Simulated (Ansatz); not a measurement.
# H7NOSi3: up Jacob's ladder to CCSD(T)

An exercise on one series of results from a longer session: the logs are not shown, and one member is left open.

The runs use Ansatz 0.2.0, Gaussian basis; functionals in def2-TZVPP, the program's frozen cores in correlated methods.

Plan: PBE-D4, r2SCAN-D4, PBE0-D4, B3LYP-D4, ωB97X-V, ωB97M-V, B2PLYP; CCSD(T)/def2-TZVPP; MP2/def2-QZVPP; extrapolation to the limit.

### The geometry

The geometry comes from an earlier relaxation with PBE0-D4 in a triple-zeta def2 set; it is a stationary point, not always the lowest conformer.

SMILES `N[SiH]1[SiH2]O[SiH2]1`, 12 atoms, charge 0, spin multiplicity 1.

Atoms are counted from 1 here; the program's logs count them from 0.

Bond lengths: N1–Si2 1.717 Å, N1–H6 1.007 Å, N1–H7 1.006 Å, Si2–Si3 2.374 Å, Si2–Si5 2.363 Å, Si2–H8 1.489 Å, Si3–O4 1.677 Å, Si3–H9 1.492 Å, Si3–H10 1.489 Å, O4–Si5 1.673 Å, Si5–H11 1.488 Å, Si5–H12 1.491 Å. Angles: Si2–N1–H6 120.1°, Si2–N1–H7 121.2°, H6–N1–H7 111.5°, N1–Si2–Si3 126.5°, N1–Si2–Si5 121.4°, N1–Si2–H8 106.8°, Si3–Si2–Si5 71.0°, Si3–Si2–H8 113.0°, Si5–Si2–H8 114.8°, Si2–Si3–O4 88.7°, Si2–Si3–H9 117.3°, Si2–Si3–H10 121.1°, O4–Si3–H9 110.6°, O4–Si3–H10 109.7°, H9–Si3–H10 107.6°, Si3–O4–Si5 110.4°, Si2–Si5–O4 89.1°, Si2–Si5–H11 120.4° and more.

Coordinates:

```mol
H7NOSi3
  3D, bonds by distance, orders not assigned

 12 12  0  0  0  0  0  0  0  0999 V2000
   -2.1403    0.6616    0.4178 N   0  0
   -0.6558   -0.1716    0.6446 Si  0  0
    1.5242    0.7402    0.4215 Si  0  0
    1.8446   -0.4152   -0.7509 O   0  0
    0.4458   -1.2397   -1.1530 Si  0  0
   -2.6994    0.9214    1.2135 H   0  0
   -2.2655    1.3037   -0.3471 H   0  0
   -0.8149   -1.0081    1.8657 H   0  0
    1.6360    2.1127   -0.1516 H   0  0
    2.5213    0.6279    1.5220 H   0  0
    0.6892   -2.7073   -1.1215 H   0  0
   -0.0082   -0.8808   -2.5268 H   0  0
  1  2  8  0
  2  3  8  0
  3  4  8  0
  4  5  8  0
  1  6  8  0
  1  7  8  0
  2  8  8  0
  3  9  8  0
  3 10  8  0
  5 11  8  0
  5 12  8  0
  2  5  8  0
M  END
```

Set-up of the first run:

Contents of in.yaml:

```yaml
crystal:
  periodic: [false, false, false]
  atoms:
    - {symbol: N, position_ang: [-2.140330, 0.661607, 0.417762]}
    - {symbol: Si, position_ang: [-0.655843, -0.171598, 0.644594]}
    - {symbol: Si, position_ang: [1.524213, 0.740235, 0.421484]}
    - {symbol: O, position_ang: [1.844599, -0.415203, -0.750935]}
    - {symbol: Si, position_ang: [0.445837, -1.239724, -1.153023]}
    - {symbol: H, position_ang: [-2.699417, 0.921423, 1.213538]}
    - {symbol: H, position_ang: [-2.265524, 1.303658, -0.347133]}
    - {symbol: H, position_ang: [-0.814911, -1.008106, 1.865687]}
    - {symbol: H, position_ang: [1.636017, 2.112749, -0.151563]}
    - {symbol: H, position_ang: [2.521304, 0.627946, 1.522016]}
    - {symbol: H, position_ang: [0.689179, -2.707309, -1.121538]}
    - {symbol: H, position_ang: [-0.008225, -0.880777, -2.526789]}
basis:
  gaussian: {orbitals: def2-TZVPP}
hamiltonian: {xc: pbe, dispersion: d4}
output: {forces: true, orbitals: {seedname: orbitals}}
```

Started as:

```bash
$ ansatz run in.yaml --threads 4 --pin off --events-out ev --progress --plain --max-ram 10444MiB
```

Among the steps run: PBE-D4 (GGA); r2SCAN-D4 (meta-GGA); PBE0-D4 (hybrid); B3LYP-D4 (hybrid); ωB97X-V (range-separated); ωB97M-V (range-separated); B2PLYP (double hybrid); CCSD(T) in def2-TZVPP; MP2 in def2-QZVPP.

One table of the session follows, with a row left open; its other results are not shown here.

It belongs to the step «Atomisation energies». 

| method | atomisation energy (kJ/mol) |
| --- | --- |
| PBE-D4 | 4043.6 |
| r2SCAN-D4 | 4028.3 |
| PBE0-D4 | 3991.6 |
| B3LYP-D4 | 4025.3 |
| ωB97X-V | ? |
| ωB97M-V | 4040.6 |
| B2PLYP | 3970.6 |
| HF/def2-TZVPP | 2888.4 |
| MP2/def2-TZVPP | 3942.3 |
| CCSD/def2-TZVPP | 3853.0 |
| CCSD(T)/def2-TZVPP | 3908.9 |
| MP2/CBS | 4076.1 |
| CCSD(T)/CBS | 4042.7 |

Estimate the missing values for ωB97X-V.

The run gave: atomisation energy (kJ/mol): 4071.7. In the column «atomisation energy (kJ/mol)» it lies between PBE-D4 (4043.6) and MP2/CBS (4076.1).
